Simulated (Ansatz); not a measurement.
# CH3GeNO, SMILES N#[C][GeH2][OH]: a ladder of methods at one geometry

Program: Ansatz's Python interface.

Notebook, run cell by cell (the value of a cell's last expression is shown):

```python
from dataclasses import dataclass

import ansatz as az
from ase import Atoms
```

```python
@dataclass(frozen=True)
class Settings:
    basis_set: str = "def2-SVP"
```

```python
settings = Settings()

atoms = Atoms(["N", "C", "Ge", "O", "H", "H", "H"], positions=[
    [0.1271, -2.0856, 1.9521],
    [-0.0517, -1.174, 1.1866],
    [-0.288, 0.2536, -0.0587],
    [1.1781, 0.2459, -1.2111],
    [-1.5905, 0.0743, -0.8274],
    [-0.2648, 1.6157, 0.7193],
    [0.951, 1.0021, -1.8064],
])
ch3geno = az.Crystal.molecule_from_ase(atoms)
```

```python
calc = ch3geno.calculation().basis(gaussian=settings.basis_set)
```

```python
methods = ["mp2", "ccsd", "ccsd_t"]
reports = [calc.correlation(m).run(threads=1, backend="cpu").report for m in methods]
print(f"Hartree-Fock reference {reports[0]['reference_energy_ev'] / 27.211386246:.6f} Ha")
best = reports[-1]["free_energy_ev"] - reports[-1]["reference_energy_ev"]
for method, each in zip(methods, reports):
    gained = each["free_energy_ev"] - each["reference_energy_ev"]
    print(f"{method:8s} total {each['free_energy_ev'] / 27.211386246:.6f} Ha  correlation {gained:9.4f} eV  ({100 * gained / best:.1f} % of the last)")
```

    Hartree-Fock reference -2243.883940 Ha
    mp2      total -2244.594285 Ha  correlation  -19.3295 eV  (95.4 % of the last)
    ccsd     total -2244.602922 Ha  correlation  -19.5645 eV  (96.6 % of the last)
    ccsd_t   total -2244.628255 Ha  correlation  -20.2538 eV  (100.0 % of the last)

What to keep in mind:
- Total energies depend on the basis set; only differences at equal settings carry meaning.
- The geometry is a force-field or estimated start, not a minimum of this method, and the basis set is short of its limit. A lower total doesn't mark the better method: functionals have no common bound, and MP2 and coupled cluster aren't variational.
- Inner cores stay frozen; a filled d shell under the valence of the heavier atoms is correlated with it.
- It ran for 17 s on 1 thread of AMD EPYC 7R43 64-Core Processor (Zen 3), with other jobs on the host, peak memory 0.39 GiB.

(Lines on the test bed's own set-up are left out of the output.)
